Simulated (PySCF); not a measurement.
# FH3O3Si: the cost of one run

Method: levels as typed in each script, gas phase, geometry from GFN2-xTB; program: PySCF 2.14.0.

### Step 1. The starting structure

SMILES `O[Si](O)(O)F`, 8 atoms, charge 0, spin multiplicity 1.

Bond lengths: O1–Si2 1.608 Å, O1–H6 0.953 Å, Si2–O3 1.608 Å, Si2–O4 1.609 Å, Si2–F5 1.615 Å, O3–H7 0.953 Å, O4–H8 0.953 Å. Angles: Si2–O1–H6 119.8°, O1–Si2–O3 111.0°, O1–Si2–O4 110.9°, O1–Si2–F5 108.5°, O3–Si2–O4 110.9°, O3–Si2–F5 108.0°, O4–Si2–F5 107.4°, Si2–O3–H7 119.8°, Si2–O4–H8 119.8°.

As a file:

```
O    -1.3093    0.8290    0.4715
Si   -0.0047    0.0000    0.0299
O    -0.1002   -1.5277    0.5225
O     1.3344    0.6987    0.5830
F     0.0806    0.0000   -1.5831
H    -1.3348    1.7733    0.3486
H    -0.8968   -2.0264    0.3671
H     2.1720    0.2531    0.4966
```

### Step 2. Density, bond paths and surface potential (wB97X/def2-tzvp)

The input, input.py:

```python
import numpy as np
from pyscf import gto, scf, dft
from pyscf.scf import atom_ks, atom_hf
from scipy.linalg import block_diag

def solve(mol, dm0=None, hcore=None):
    mf = (dft.UKS if mol.spin else dft.RKS)(mol, xc='wb97x')
    mf.grids.level = 3
    mf = mf.density_fit(auxbasis='def2-universal-jkfit')
    mf.conv_tol, mf.max_cycle = 1e-8, 80
    if hcore is not None:
        mf.get_hcore = lambda *args: hcore
    mf.kernel(dm0)
    if not mf.converged:
        mf = mf.newton().run(mf.mo_coeff, mf.mo_occ, max_cycle=30)
    assert mf.converged, 'SCF not converged'
    return mf

mol = gto.M(atom='''
O     -1.30932     0.82903     0.47150
Si    -0.00469    -0.00003     0.02993
O     -0.10017    -1.52772     0.52253
O      1.33445     0.69874     0.58304
F      0.08064     0.00000    -1.58309
H     -1.33479     1.77335     0.34860
H     -0.89682    -2.02641     0.36710
H      2.17196     0.25310     0.49656
''', basis='def2-tzvp', charge=0, spin=0, verbose=4)
mf = solve(mol)
mf.analyze()
# spherically averaged free atoms, for the promolecule
atm = atom_ks.get_atm_nrks(mol, xc='wb97x')
pro = block_diag(*[(atm[a[0]][2] * atm[a[0]][3]) @ atm[a[0]][2].T for a in mol._atom])
np.savez('result.npz', e=mf.e_tot, c=mf.mo_coeff, occ=mf.mo_occ, eps=mf.mo_energy, pro=pro, dip=mf.dip_moment(verbose=0), s2=mf.spin_square()[0])
```

Launch:

```console
> OMP_NUM_THREADS=1 python input.py
```

What time and memory should one allow on 1 thread of Arm Neoverse V1, shared host?

About 23 s, with a peak of 0.71 GiB.
